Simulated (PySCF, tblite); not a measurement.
# BGe₂H₇O₃, a small molecule taken as a stand-in for a surface group (Ge site with back bonds [GeH3], [H], OB(O)O): NMR shifts, core binding energies and electronic excitations

Wanted: the NMR shifts, core binding energies and electronic excitations for `OB(O)[O][GeH2][GeH3]`.

Programs: tblite 0.8.0 and PySCF 2.14.0. All values are calculated, for the isolated system unless a continuum is named. Atoms count from 0, parts from 1.

## 1. The system as given

13 atoms, charge 0, multiplicity 1; geometry: distance geometry start.

## 2. Relaxing the cluster with GFN2-xTB

What the job is given:

```
{"job": {"kind": "relax", "xc": "GFN2-xTB", "basis": "xTB"}, "charge": 0, "multiplicity": 1}
Ge    -0.212576     0.056403    -0.778946
Ge     0.349576     1.363417     1.172198
O      0.364930    -1.691403    -0.539084
B      0.405574    -2.410823     0.766566
O      0.714370    -1.622676     1.994877
O     -0.681859    -3.474865     0.948089
H     -1.715268     0.079094    -0.985473
H      0.473599     0.660766    -1.990579
H      1.045725     2.643115     0.755641
H      1.296922     0.541463     2.046687
H     -0.893494     1.697610     1.943440
H      0.083277    -1.366693     2.663004
H     -1.602925    -3.311670     0.970311
```

Level: GFN2-xTB geometry optimisation, gas phase.

Command:

```bash
> OMP_NUM_THREADS=1 python cluster_run.py task.json out
```

This one command runs all jobs of the session in turn.

Log:

```text
step      E/eV     max force
  0    -569.46209    5.119
  1    -570.16566    3.580
  2    -570.79935    1.744
  3    -570.93986    1.233
  4    -571.04665    1.019
  5    -571.13139    1.075
  6    -571.28200    1.678
  7    -571.38556    1.223
  8    -571.55756    1.592
  9    -571.61200    0.713
 10    -571.66918    0.740
 11    -571.75066    1.558
 12    -571.80772    0.593
 13    -571.85993    0.598
 14    -571.90430    0.927
 15    -571.93417    0.513
 16    -571.98103    0.438
 17    -572.02742    0.587
 18    -572.04922    0.896
 19    -572.08603    0.601
 20    -572.10499    0.363
 21    -572.12298    0.295
 22    -572.12802    0.288
 23    -572.14041    0.269
 24    -572.14764    0.216
 25    -572.15942    0.279
 26    -572.17038    0.464
 27    -572.18075    0.369
 28    -572.19102    0.651
 29    -572.20289    0.310
 30    -572.21679    0.257
 31    -572.22570    0.319
 32    -572.23821    0.363
 33    -572.25125    0.434
 34    -572.26719    0.328
 35    -572.27681    0.191
 36    -572.28082    0.173
 37    -572.28348    0.160
 38    -572.28694    0.220
 39    -572.29121    0.313
 40    -572.29651    0.279
 41    -572.30267    0.182
 42    -572.30592    0.169
 43    -572.30795    0.171
 44    -572.30946    0.140
 45    -572.31082    0.101
 46    -572.31270    0.162
 47    -572.31553    0.179
 48    -572.31893    0.236
 49    -572.32168    0.193
 50    -572.32329    0.100
 51    -572.32440    0.091
 52    -572.32524    0.084
 53    -572.32580    0.076
 54    -572.32627    0.066
 55    -572.32680    0.087
 56    -572.32740    0.083
 57    -572.32796    0.064
 58    -572.32843    0.053
 59    -572.32881    0.050
 60    -572.32909    0.044
 61    -572.32927    0.034
 62    -572.32942    0.039
 63    -572.32963    0.052
 64    -572.32991    0.060
 65    -572.33014    0.045
 66    -572.33026    0.031
 67    -572.33031    0.027
 68    -572.33038    0.027
 69    -572.33049    0.040
 70    -572.33065    0.050
 71    -572.33081    0.043
 72    -572.33091    0.025
 73    -572.33096    0.018
 74    -572.33099    0.014
 75    -572.33102    0.020
 76    -572.33107    0.024
 77    -572.33112    0.031
 78    -572.33119    0.032
 79    -572.33126    0.018
 80    -572.33129    0.010
 81    -572.33130    0.009
 82    -572.33131    0.011
 83    -572.33133    0.012
 84    -572.33134    0.015
 85    -572.33136    0.015
 86    -572.33137    0.009
 87    -572.33137    0.006
```

It took 2.7 s on 1 thread of Arm Neoverse V1, shared host.

Along the way:

```tsv
step	energy from step 0 (eV)	largest force (eV/Å)
0	0.0000	5.1189
3	-1.4778	1.2333
6	-1.8199	1.6776
9	-2.1499	0.7128
12	-2.3456	0.5924
15	-2.4721	0.5131
18	-2.5871	0.8964
21	-2.6609	0.2947
24	-2.6856	0.2162
27	-2.7187	0.3690
30	-2.7547	0.2571
33	-2.7892	0.4345
36	-2.8187	0.1732
39	-2.8291	0.3122
42	-2.8438	0.1690
45	-2.8487	0.1011
48	-2.8568	0.2360
51	-2.8623	0.0911
54	-2.8642	0.0658
57	-2.8659	0.0644
60	-2.8670	0.0445
63	-2.8675	0.0521
66	-2.8682	0.0314
69	-2.8684	0.0404
72	-2.8688	0.0257
75	-2.8689	0.0206
78	-2.8691	0.0316
81	-2.8692	0.0091
84	-2.8692	0.0149
87	-2.8693	0.0059
```

Distances of close pairs at the start and the end, largest changes first:

```tsv
bond	before (Å)	after (Å)	change (Å)
B3–O5	1.532	1.358	-0.174
O2–B3	1.491	1.340	-0.151
B3–O4	1.492	1.372	-0.120
Ge0–O2	1.856	1.782	-0.074
Ge1–H9	1.529	1.496	-0.033
Ge0–Ge1	2.415	2.382	-0.033
O5–H12	0.936	0.956	+0.020
Ge1–H10	1.501	1.496	-0.005
```

## 3. Relaxing the molecule at PBE0-D3(BJ)/def2-SVP

What the job is given:

```
{"job": {"xc": "PBE0", "basis": "def2-SVP", "d3": "d3bj", "grid": 2, "kind": "geom", "shake": 0.01}, "charge": 0, "multiplicity": 1}
Ge    -0.161992     0.657226    -1.437109
Ge     0.512168     1.849545     0.509158
O     -0.496713    -1.022446    -1.013928
B     -0.250926    -1.533203     0.213636
O      0.173043    -0.741811     1.221427
O     -0.535281    -2.835602     0.499093
H     -1.506367     1.028356    -2.083250
H      0.811594     0.514644    -2.597178
H      0.714596     3.322052     0.182441
H      1.838594     1.413650     1.063452
H     -0.496758     1.866807     1.627152
H      0.288990    -1.194381     2.071267
H     -0.880740    -3.342209    -0.248755
```

Log:

```text
step   0  E = -4407.41186160  max force = 0.019683
step   1  E = -4407.41986451  max force = 0.010919
step   2  E = -4407.42053797  max force = 0.008973
step   3  E = -4407.42113539  max force = 0.005056
step   4  E = -4407.42130072  max force = 0.003456
step   5  E = -4407.42135093  max force = 0.000438
step   6  E = -4407.42135442  max force = 0.000129
optimisation converged
```

It took 2.2 min on 1 thread of Arm Neoverse V1, shared host; peak memory 0.8 GiB.

Step by step:

```tsv
step	energy from step 0 (eV)	largest force component (eV/Å)
0	0.0000	1.0121
1	-0.2178	0.5615
2	-0.2361	0.4614
3	-0.2524	0.2600
4	-0.2569	0.1777
5	-0.2582	0.0225
6	-0.2583	0.0066
```

Close pairs (by a distance rule), those that changed most:

```tsv
bond	before (Å)	after (Å)	change (Å)
Ge0–Ge1	2.380	2.426	+0.046
Ge0–O2	1.764	1.803	+0.039
Ge1–H9	1.502	1.534	+0.032
Ge1–H10	1.506	1.535	+0.029
Ge1–H8	1.522	1.547	+0.025
B3–O4	1.350	1.370	+0.021
Ge0–H7	1.521	1.542	+0.021
O4–H11	0.970	0.962	-0.008
```

The end geometry stands in the next job.

```tsv
at the end point	value
point group (found at 0.08 Å tolerance)	C1
rotational constants (GHz, main isotopes)	2.191, 0.918, 0.658
dipole moment (D)	0.31
```

## 4. Shielding tensors: PBE0/pcSseg-1

What the job is given:

```
{"job": {"kind": "nmr", "xc": "PBE0", "basis": "pcSseg-1"}, "charge": 0, "multiplicity": 1}
Ge    -0.173280     0.649574    -1.394419
Ge     0.528276     2.017835     0.481495
O     -0.500657    -1.063778    -0.936752
B     -0.291619    -1.652842     0.267436
O      0.212709    -0.928541     1.315904
O     -0.579546    -2.974897     0.459968
H     -1.497866     1.141768    -2.009706
H      0.901490     0.571493    -2.497148
H      0.681168     3.458260    -0.062112
H      1.886111     1.564969     1.033923
H     -0.538299     2.032228     1.585379
H      0.307150    -1.463396     2.109833
H     -0.925475    -3.370035    -0.346410
```

With the program's defaults for keys left out, this is: GIAO PBE0/pcSseg-1 NMR shielding, non-relativistic, gas phase.

Log:

```text
coarse grid: 52856 points
cycle   1  E = -4407.3996185718  dE = -6.815e-01  |g| = 1.571e+00  |ddm| = 3.381e+00
cycle   2  E = -4407.0995049698  dE =  3.001e-01  |g| = 1.974e+00  |ddm| = 1.890e+00
cycle   3  E = -4407.6475918782  dE = -5.481e-01  |g| = 3.050e-01  |ddm| = 1.364e+00
cycle   4  E = -4407.6621949307  dE = -1.460e-02  |g| = 1.168e-01  |ddm| = 2.342e-01
cycle   5  E = -4407.6641918836  dE = -1.997e-03  |g| = 2.798e-02  |ddm| = 7.645e-02
cycle   6  E = -4407.6643132026  dE = -1.213e-04  |g| = 5.813e-03  |ddm| = 1.617e-02
cycle   7  E = -4407.6643169457  dE = -3.743e-06  |g| = 1.150e-03  |ddm| = 4.579e-03
final grid: 108512 points
cycle   8  E = -4407.6643501359  dE = -4.536e-08  |g| = 1.337e-03  |ddm| = 2.506e-03
cycle   9  E = -4407.6643500389  dE =  9.692e-08  |g| = 1.723e-03  |ddm| = 2.211e-03
cycle  10  E = -4407.6643504366  dE = -3.976e-07  |g| = 1.231e-04  |ddm| = 1.047e-03
cycle  11  E = -4407.6643504404  dE = -3.854e-09  |g| = 4.049e-05  |ddm| = 1.409e-04
cycle  12  E = -4407.6643504407  dE = -2.592e-10  |g| = 3.069e-06  |ddm| = 2.030e-05
converged SCF energy = -4407.6643504407

GIAO shielding tensors (ppm)
atom      isotropic    diamagn.    paramagn.     s11        s22        s33       span
  0 Ge    1373.307    2754.930   -1381.623   1186.752   1313.059   1620.109    433.357
  1 Ge    1644.642    2756.545   -1111.902   1630.852   1646.688   1656.387     25.535
  2 O      276.522     402.688    -126.166    184.947    305.074    339.544    154.597
  3 B       81.904     196.311    -114.406     77.488     83.401     84.824      7.335
  4 O      249.139     391.322    -142.183    190.624    272.350    284.441     93.817
  5 O      246.281     386.370    -140.088    178.507    260.319    300.018    121.512
  6 H       25.913      28.128      -2.215     19.226     21.798     36.715     17.490
  7 H       25.881      28.134      -2.253     19.224     21.742     36.676     17.452
  8 H       27.747      28.102      -0.355     21.299     22.197     39.743     18.444
  9 H       27.241      28.586      -1.345     20.843     23.002     37.878     17.035
 10 H       27.260      28.638      -1.378     20.942     22.980     37.858     16.916
 11 H       28.380      31.041      -2.661     20.682     24.753     39.705     19.022
 12 H       28.322      31.086      -2.764     21.080     25.113     38.773     17.694
```

Run time: 31 s. Hardware: 1 thread of Arm Neoverse V1, shared host; peak memory 1.1 GiB.

Shifts follow as δ = σ(reference) − σ, with reference shieldings (ppm) from runs at the same level and on the same kind of geometry: $^{1}$H TMS 31.27, $^{17}$O H2O 334.6, $^{11}$B BF3·OEt2 100.7, $^{73}$Ge GeMe4 1330. The references are single molecules in the gas phase, so shifts against H2O, NH3, PH3, H3PO4 or CFCl3 are not on the usual liquid scales and can be off by tens of ppm.

```tsv
atoms	environment	σ (ppm)	δ (ppm)
H7	hydrogen on a germanium bonded to Ge, O	25.88	5.39
H6	hydrogen on a germanium bonded to Ge, O	25.91	5.35
H9	hydrogen on a germanium bonded to Ge	27.24	4.03
H10	hydrogen on a germanium bonded to Ge	27.26	4.01
H8	hydrogen on a germanium bonded to Ge	27.75	3.52
H12	hydrogen on an oxygen bonded to B	28.32	2.95
H11	hydrogen on an oxygen bonded to B	28.38	2.89
Ge0	germanium bonded to Ge, O, 2 H	1373	-43
Ge1	germanium bonded to Ge, 3 H	1645	-314
O5	oxygen bonded to B, H	246.3	88.3
O4	oxygen bonded to B, H	249.1	85.4
O2	oxygen bonded to B, Ge	276.5	58.0
B3	boron bonded to 3 O	81.9	18.8
```

Charges from the same density, by scheme (e):

```tsv
atoms	Mulliken	IAO	Hirshfeld	ESP fit
Ge0	0.48	0.62	0.33	0.40
Ge1	-0.03	0.20	0.20	0.03
O2	-0.72	-0.63	-0.30	-0.57
B3	0.63	0.60	0.27	0.87
O4	-0.45	-0.58	-0.25	-0.69
O5	-0.43	-0.58	-0.28	-0.75
```

Mayer bond orders: Ge0–Ge1 0.91, Ge0–O2 0.72, O2–B3 1.13, B3–O4 1.13, B3–O5 1.21.

## 5. X-ray photoelectron lines: SCAN, X2C

Same as in step 4 but for these lines:

```diff
@@ -1,2 +1,2 @@
-{"job": {"kind": "nmr", "xc": "PBE0", "basis": "pcSseg-1"}, "charge": 0, "multiplicity": 1}
+{"job": {"kind": "xps", "holes": 5}, "charge": 0, "multiplicity": 1}
 Ge    -0.173280     0.649574    -1.394419
```

Method: delta-SCF UKS SCAN, pcX-2 on the ionised atom, pcseg-1 elsewhere, spin-free X2C.

Log:

```text
ground state, core basis on atom 2 (O), 176 functions
  cycle   1  E = -4442.66833459  |g| = 1.14e+00
  cycle   2  E = -4441.96255453  |g| = 2.18e+00
  cycle   3  E = -4442.87048208  |g| = 3.64e-01
  cycle   4  E = -4442.89415701  |g| = 1.31e-01
  cycle   5  E = -4442.89711868  |g| = 1.73e-02
  cycle   6  E = -4442.89719290  |g| = 6.51e-03
  cycle   7  E = -4442.89720634  |g| = 2.13e-03
  cycle   8  E = -4442.89720617  |g| = 7.14e-04
  cycle   9  E = -4442.89720593  |g| = 2.20e-04
  E(ground) = -4443.16905509 Eh
hole in O 1s of atom 2
  cycle   1  E = -4422.30115485  |g| = 2.23e+00
  cycle   2  E = -4421.70323482  |g| = 2.27e+00
  cycle   3  E = -4423.04731474  |g| = 4.95e-01
  cycle   4  E = -4423.09202995  |g| = 3.47e-01
  cycle   5  E = -4423.13904211  |g| = 7.12e-02
  cycle   6  E = -4423.14059810  |g| = 3.15e-02
  cycle   7  E = -4423.14103064  |g| = 9.69e-03
  cycle   8  E = -4423.14106177  |g| = 3.44e-03
  cycle   9  E = -4423.14106947  |g| = 8.10e-04
  cycle  10  E = -4423.14106907  |g| = 2.81e-04
  E(ion) = -4423.41401771 Eh   <S^2> = 0.7626   hole on atom = 1.000   binding energy = 537.562 eV
ground state, core basis on atom 3 (B), 176 functions
  cycle   1  E = -4442.86338926  |g| = 1.14e-01
  cycle   2  E = -4442.85792404  |g| = 2.00e-01
  cycle   3  E = -4442.86528317  |g| = 2.50e-02
  cycle   4  E = -4442.86538811  |g| = 1.23e-02
  cycle   5  E = -4442.86541514  |g| = 2.99e-03
  cycle   6  E = -4442.86541513  |g| = 3.86e-04
  E(ground) = -4443.14229007 Eh
hole in B 1s of atom 3
  cycle   1  E = -4435.20843998  |g| = 1.18e+00
  cycle   2  E = -4433.41890392  |g| = 1.87e+00
  cycle   3  E = -4435.43771860  |g| = 4.96e-01
  cycle   4  E = -4435.56768278  |g| = 2.38e-01
  cycle   5  E = -4435.58023291  |g| = 1.70e-01
  cycle   6  E = -4435.58963183  |g| = 6.34e-02
  cycle   7  E = -4435.59131059  |g| = 2.09e-02
  cycle   8  E = -4435.59143085  |g| = 1.07e-02
  cycle   9  E = -4435.59148549  |g| = 4.55e-03
  cycle  10  E = -4435.59148989  |g| = 1.22e-03
  cycle  11  E = -4435.59149278  |g| = 4.62e-04
  E(ion) = -4435.86853736 Eh   <S^2> = 0.7679   hole on atom = 1.000   binding energy = 197.929 eV
ground state, core basis on atom 4 (O), 176 functions
  cycle   1  E = -4442.89407226  |g| = 9.94e-02
  cycle   2  E = -4442.89340857  |g| = 7.48e-02
  cycle   3  E = -4442.89379084  |g| = 5.72e-02
  cycle   4  E = -4442.89433549  |g| = 7.88e-03
  cycle   5  E = -4442.89434942  |g| = 1.03e-03
  cycle   6  E = -4442.89434923  |g| = 4.48e-04
  E(ground) = -4443.16710787 Eh
hole in O 1s of atom 4
  cycle   1  E = -4422.28329284  |g| = 2.22e+00
  cycle   2  E = -4421.30126469  |g| = 2.32e+00
  cycle   3  E = -4422.95483281  |g| = 5.63e-01
  cycle   4  E = -4423.01606005  |g| = 4.15e-01
  cycle   5  E = -4423.07559605  |g| = 1.54e-01
  cycle   6  E = -4423.08415783  |g| = 5.58e-02
  cycle   7  E = -4423.08542424  |g| = 1.67e-02
  cycle   8  E = -4423.08552057  |g| = 5.54e-03
  cycle   9  E = -4423.08554076  |g| = 1.32e-03
  cycle  10  E = -4423.08554188  |g| = 5.56e-04
  cycle  11  E = -4423.08554090  |g| = 1.63e-04
  E(ion) = -4423.35909905 Eh   <S^2> = 0.7607   hole on atom = 1.000   binding energy = 539.003 eV
ground state, core basis on atom 5 (O), 176 functions
  cycle   1  E = -4442.89296195  |g| = 1.14e-01
  cycle   2  E = -4442.89084429  |g| = 1.29e-01
  cycle   3  E = -4442.89348771  |g| = 4.35e-02
  cycle   4  E = -4442.89382145  |g| = 6.41e-03
  cycle   5  E = -4442.89383005  |g| = 1.19e-03
  cycle   6  E = -4442.89382680  |g| = 4.26e-04
  E(ground) = -4443.16688365 Eh
hole in O 1s of atom 5
  cycle   1  E = -4422.28573104  |g| = 2.22e+00
  cycle   2  E = -4420.21822599  |g| = 2.53e+00
  cycle   3  E = -4422.82086553  |g| = 7.17e-01
  cycle   4  E = -4423.03878797  |g| = 3.31e-01
  cycle   5  E = -4423.07443562  |g| = 1.79e-01
  cycle   6  E = -4423.08452602  |g| = 6.36e-02
  cycle   7  E = -4423.08623167  |g| = 2.39e-02
  cycle   8  E = -4423.08643772  |g| = 7.64e-03
  cycle   9  E = -4423.08646406  |g| = 1.01e-03
  cycle  10  E = -4423.08646625  |g| = 5.43e-04
  cycle  11  E = -4423.08646753  |g| = 1.74e-04
  E(ion) = -4423.36072286 Eh   <S^2> = 0.7611   hole on atom = 1.000   binding energy = 538.953 eV
```

It took 44 s on 1 thread of Arm Neoverse V1, shared host; peak memory 0.62 GiB.

The holes in one table. −ε is the ground-state orbital energy:

```tsv
hole	stands for	environment	ΔSCF (eV)	−ε (eV)	⟨S²⟩
O1s on O2	O2	oxygen bonded to B, Ge	537.56	516.4	0.763
B1s on B3	B3	boron bonded to 3 O	197.93	181.4	0.768
O1s on O4	O4	oxygen bonded to B, H	539.00	516.8	0.761
O1s on O5	O5	oxygen bonded to B, H	538.95	516.8	0.761
```

## 6. Ultraviolet spectrum: CAM-B3LYP/def2-SVPD

Same as in step 5 but for these lines:

```diff
@@ -1,2 +1,2 @@
-{"job": {"kind": "xps", "holes": 5}, "charge": 0, "multiplicity": 1}
+{"job": {"kind": "uv", "xc": "CAM-B3LYP", "basis": "def2-SVPD", "nstates": 6, "ntriplets": 2, "ip": true}, "charge": 0, "multiplicity": 1}
 Ge    -0.173280     0.649574    -1.394419
```

With the program's defaults for keys left out, this is: TDDFT CAM-B3LYP/def2-SVPD, vertical, gas phase, core orbitals frozen in the response.

Log:

```text
coarse grid: 52856 points
cycle   1  E = -4408.1676122407  dE = -5.791e-01  |g| = 1.141e+00  |ddm| = 4.962e+00
cycle   2  E = -4408.0525427649  dE =  1.151e-01  |g| = 1.420e+00  |ddm| = 2.675e+00
cycle   3  E = -4408.3883425998  dE = -3.358e-01  |g| = 1.215e-01  |ddm| = 1.444e+00
cycle   4  E = -4408.3904160620  dE = -2.073e-03  |g| = 5.994e-02  |ddm| = 1.759e-01
cycle   5  E = -4408.3910342144  dE = -6.182e-04  |g| = 1.157e-02  |ddm| = 6.265e-02
cycle   6  E = -4408.3910554375  dE = -2.122e-05  |g| = 4.077e-03  |ddm| = 1.662e-02
cycle   7  E = -4408.3910576463  dE = -2.209e-06  |g| = 5.175e-04  |ddm| = 5.685e-03
final grid: 108512 points
cycle   8  E = -4408.3910401221  dE = -6.938e-08  |g| = 4.542e-04  |ddm| = 4.859e-03
cycle   9  E = -4408.3910401197  dE =  2.329e-09  |g| = 4.987e-04  |ddm| = 1.240e-03
cycle  10  E = -4408.3910401557  dE = -3.592e-08  |g| = 3.709e-05  |ddm| = 4.713e-04
cycle  11  E = -4408.3910401560  dE = -2.983e-10  |g| = 1.350e-05  |ddm| = 6.195e-05
converged SCF energy = -4408.3910401560

Static polarisability (au): isotropic 89.275, principal 73.946 91.413 102.466

Singlet excitations
state   eV       nm        f      main configurations
  1   6.6694    185.9   0.03071   H->L 0.56, H->L+2 0.15, H->L+3 0.14
  2   7.2741    170.4   0.03748   H->L+2 0.45, H->L+1 0.25, H->L 0.20
  3   7.2978    169.9   0.00241   H-1->L 0.66, H-1->L+3 0.10, H-1->L+2 0.09
  4   7.4531    166.4   0.51409   H->L+1 0.58, H->L+2 0.35
  5   7.6280    162.5   0.02644   H->L+4 0.87
  6   8.0309    154.4   0.01520   H-3->L 0.58, H-1->L+2 0.10, H-4->L 0.10

Triplet excitations (Tamm-Dancoff, eV): 6.0995 6.4163
Vertical ionisation energy (delta-SCF) = 10.0682 eV
```

It took 2.9 min on 1 thread of Arm Neoverse V1, shared host; peak memory 1.2 GiB.

The orbitals next to the gap, with their largest atomic shares:

```tsv
orbital	eV	atoms
HOMO−3	-10.85	O5 36 %, O4 22 %, Ge1 14 %
HOMO−2	-10.75	Ge1 39 %, H8 28 %, H10 10 %
HOMO−1	-10.12	O2 35 %, Ge0 19 %, H6 12 %
HOMO	-9.26	Ge1 31 %, Ge0 28 %, O2 14 %
LUMO	0.38	B3 40 %, Ge0 12 %, O5 7 %
LUMO+1	0.78	Ge1 36 %, Ge0 16 %, H10 11 %
LUMO+2	0.96	Ge0 33 %, Ge1 25 %, H7 10 %
```

With each of the 6 states as a Gaussian band of 0.4 eV half-width at 1/e, the curve within the window shown has maxima at 167 nm (ε 23,000) L/(mol cm). Beyond the last state computed it falls off for lack of states. The curve at chosen wavelengths:

nm, ε (L/mol/cm) and a bar:
```
      149        570 #
      151       1142 #
      153       2227 ###
      156       5496 #######
      158       9033 ############
      160      13393 #################
      162      17826 #######################
      164      21326 ############################
      167      23084 ##############################
      169      21642 ############################
      171      18632 ########################
      173      14861 ###################
      175      11107 ##############
      178       6591 ########
      180       4561 ######
      182       3223 ####
      184       2390 ###
      186       1873 ##
      189       1386 ##
      191       1139 #
      193        917 #
      195        715 #
      197        537 #
      200        325 
      202        221 
      204        145
```

Ground-state properties from the same run:

```tsv
property	computed
dipole moment (D)	0.07
polarisability (Å³)	13.23
HOMO–LUMO gap (eV)	9.65
−ε(HOMO) (eV)	9.26
```

## 7. Results

| quantity | value |
| --- | --- |
| point group | C1 |
| rotational constants (main isotopes) | 2.19, 0.92, 0.66 GHz |
| $^{1}$H shifts against TMS (PBE0/pcSseg-1) | 5.39, 5.35, 4.03, 4.01, 3.52, 2.95, 2.89 ppm |
| $^{73}$Ge shifts against GeMe4 (PBE0/pcSseg-1) | -43, -314 ppm |
| $^{17}$O shifts against H2O (PBE0/pcSseg-1) | 88.3, 85.4, 58.0 ppm |
| $^{11}$B shifts against BF3·OEt2 (PBE0/pcSseg-1) | 18.8 ppm |
| O1s binding energies, SCAN/pcX-2 | O4 539.00, O5 538.95, O2 537.56 eV |
| B1s binding energies, SCAN/pcX-2 | B3 197.93 eV |
| lowest singlet (CAM-B3LYP/def2-SVPD) | 6.67 eV (186 nm), f = 0.031 |
| brightest single state of those computed | state 4, 7.45 eV, f = 0.514 |
| lowest triplet | 6.10 eV |
| vertical ionisation energy (ΔSCF) | 10.07 eV |

**Reading.** The start of the PBE0/def2-SVP relaxation was shaken at random by about 0.01 Å, so part of the energy gained, and of the first lengths quoted, undoes that. Relaxing lowered the energy by 0.258 eV in 6 steps; the close pair that moved most is Ge0–Ge1, from 2.380 to 2.426 Å (PBE0/def2-SVP). No frequency check was run at this level, so the end point may be a saddle. Hydrogens of an XH3 group are listed apart at this fixed geometry; free rotation makes them one line at their mean. At PBE0/pcSseg-1: The widest tensor belongs to Ge0: span 433 ppm, with a paramagnetic part of -1382 ppm. At SCAN/pcX-2: O4 (oxygen bonded to B, H) binds its O1s electron 1.44 eV more tightly than O2 (oxygen bonded to B, Ge). The first singlet state (HOMO→LUMO 0.56, HOMO→LUMO+2 0.15) lies at 6.67 eV and is weak; of the 6 states computed, the strongest absorption comes from state 4 at 7.45 eV. The lowest triplet lies 0.57 eV below the lowest singlet (triplets in Tamm-Dancoff, singlets in full TDDFT). ΔSCF puts the ionisation energy at 10.07 eV, 0.80 eV above −ε(HOMO). Spin-orbit coupling is left out, which matters for shieldings and couplings at and beside the heavy atoms. A capped cluster stands for the solid here, so long-range fields and strain are missing, and bands or shifts of the capping hydrogens have no counterpart in it.
